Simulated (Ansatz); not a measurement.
## Ir4W in Ansatz: the effect of functional

The system is Ir4W.

```xyz
5
Lattice="1.3778 0.7955 11.3106 -1.3778 0.7955 11.3106 0.0000 -1.5910 11.3106" Properties=species:S:1:pos:R:3 pbc="T T T"
Ir    0.0000    0.0000   13.5614
Ir    0.0000    0.0000   27.1728
Ir    0.0000    0.0000    6.7589
Ir    0.0000    0.0000   20.3703
W     0.0000    0.0000    0.0000
```

The cell comes from a database or a generator and needn't be the stable form of this composition.

Alike in all runs:

```yaml
Program: Ansatz 0.2.0
Task: band structure
Potentials_or_basis: Ansatz PAW
k_mesh: 11 × 11 × 11
Occupations: fermi-dirac, width 0.05 eV
Spin: no spin polarisation
```

One run gave: pressure 13.6 GPa; largest force 0.09 eV/Å. Which functional did it use?
A. revPBE
B. LDA
C. PBEsol
D. r2SCAN
E. BLYP

E.

```tsv
functional	cutoff	pressure (GPa)	largest force (eV/Å)
LDA	420 eV (not typed: the program's choice for these potentials)	-17.4	0.06
PBEsol	420 eV (not typed: the program's choice for these potentials)	-11.9	0.03
RPBE	420 eV (not typed: the program's choice for these potentials)	2.6	0.03
revPBE	420 eV (not typed: the program's choice for these potentials)	1.5	0.02
BLYP	420 eV (not typed: the program's choice for these potentials)	13.6	0.09
r2SCAN	500 eV (not typed: the program's choice for these potentials)	-8.2	0.06
```

Caveats: the PAW data sets come from PBE, with cores solved anew for the run's functional, which leaves a small shift of forces and pressure.

Runs at the PBE level aren't shown here.
